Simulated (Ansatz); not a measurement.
Write a Python script for the Ansatz DFT code, driven from Python that makes an equation of state with a fit of Si, space group I4/mmm. Settings (first run): LDA, PAW, cutoff 500 eV, 7×7×7 k-points, cold smearing of 0.1 eV.

```
CELL_PARAMETERS angstrom
-3.32544 3.32544 1.92239
3.32544 -3.32544 1.92239
3.32544 3.32544 -1.92239
ATOMIC_POSITIONS crystal
Si 0.17880 0.17880 0.35760
Si 0.82120 0.82120 0.64240
Si 0.17880 0.82120 0.00000
Si 0.82120 0.17880 0.00000
```

Script `run_eos.py`:
```python
"""Equation of state of Si."""

import argparse

import ansatz as az
import numpy as np
from scipy.optimize import curve_fit

parser = argparse.ArgumentParser(description="Equation of state of Si.")
parser.add_argument("--xc", required=True, help="exchange-correlation functional")
parser.add_argument("--filling", required=True, help="how the bands are filled")
parser.add_argument("--smearing-width", type=float, default=0.1, help="smearing width (eV)")
parser.add_argument("--ecut", type=float, default=500.0, help="plane-wave cutoff (eV)")
parser.add_argument("--kmesh", type=int, nargs=3, required=True, help="k-point sampling")
args = parser.parse_args()

vectors0 = np.array([
    [-3.325444, 3.325444, 1.922386],
    [3.325444, -3.325444, 1.922386],
    [3.325444, 3.325444, -1.922386],
])
sites = [
    ("Si", (0.178801, 0.178801, 0.357602)),
    ("Si", (0.821199, 0.821199, 0.642398)),
    ("Si", (0.178801, 0.821199, 0.0)),
    ("Si", (0.821199, 0.178801, 0.0)),
]


def on_lattice(cell):
    crystal = az.Crystal(lattice=az.Lattice.of(cell))
    for symbol, position in sites:
        crystal = crystal.atom(symbol, position)
    return crystal

def vinet(v, e0, v0, b0, b1):
    eta = (v / v0) ** (1 / 3)
    return e0 + 2 * b0 * v0 / (b1 - 1) ** 2 * (2 - (5 + 3 * b1 * (eta - 1) - 3 * eta) * np.exp(-1.5 * (b1 - 1) * (eta - 1)))


def main() -> None:
    # uniform scaling of the cell
    volumes, energies, pressures = [], [], []
    for scale in np.linspace(0.88, 1.12, 7):
        cell = vectors0 * scale ** (1 / 3)
        calc = (
            on_lattice(cell).calculation()
            .functional(args.xc)
            .pseudopotentials("paw")
            .occupations(args.filling, width=args.smearing_width)
            .basis(args.ecut)
            .kpoints(*args.kmesh)
            .stress()
        )
        rep = calc.run().report
        volumes.append(abs(np.linalg.det(cell)) / len(sites))
        energies.append(rep["free_energy_ev"] / len(sites))
        pressures.append(np.trace(rep["stress_gpa"]) / 3)
        print(f"V = {volumes[-1]:8.4f} A^3/atom  F = {energies[-1]:.5f} eV/atom  P = {pressures[-1]:8.3f} GPa")

    guess = (min(energies), volumes[int(np.argmin(energies))], 0.5, 4.5)
    (e0, v0, b0, b1), _ = curve_fit(vinet, np.array(volumes), np.array(energies), p0=guess, maxfev=20000)
    print(f"Vinet fit: V0 = {v0:.4f} A^3/atom, B0 = {160.21766 * b0:.1f} GPa, B1 = {b1:.2f}")
    print("largest residual", round(1000 * float(np.abs(vinet(np.array(volumes), e0, v0, b0, b1) - energies).max()), 3), "meV/atom")


if __name__ == "__main__":
    main()
```

```console
$ python run_eos.py --xc lda --filling Marzari-Vanderbilt --kmesh 7 7 7
V =  18.7078 A^3/atom  F = -608.46338 eV/atom  P =   11.739 GPa
V =  19.5581 A^3/atom  F = -608.51061 eV/atom  P =    6.251 GPa
RunWarning: on these k-points the computed levels leave a gap of 0.2221 eV at the electron count, 2.2 widths of the cold smearing (0.1000 eV); against the step filling of these same bands (every [...]
V =  20.4085 A^3/atom  F = -608.53153 eV/atom  P =    1.783 GPa
V =  21.2589 A^3/atom  F = -608.53109 eV/atom  P =   -1.840 GPa
V =  22.1092 A^3/atom  F = -608.51330 eV/atom  P =   -4.758 GPa
V =  22.9596 A^3/atom  F = -608.48161 eV/atom  P =   -7.097 GPa
V =  23.8099 A^3/atom  F = -608.43881 eV/atom  P =   -8.960 GPa
Vinet fit: V0 = 20.8050 A^3/atom, B0 = 88.8 GPa, B1 = 4.20
largest residual 0.043 meV/atom
```
(Warnings from the package without file and line, shortened.)

A third-order Birch-Murnaghan fit through the 7 points (the script's own form differs a little) has its minimum at 20.80 Å³ an atom, 2.1 % below the typed cell, with a bulk modulus of 89 GPa. From that minimum the energy rises by 70.3 meV an atom on the compressed side and 94.9 meV on the expanded side.

Absolute energies stand on the zero of these potentials, so only differences at equal settings mean something. Shape and fractional positions are held along the curve, so the bulk modulus is an upper value where they are free to relax. Pressure is positive in compression. This isn't the structure that Si takes at ambient conditions. Timing: 21 s on 1 thread of Intel(R) Xeon(R) Processor @ 2.30GHz, with other jobs on the host, peak memory 0.58 GiB.
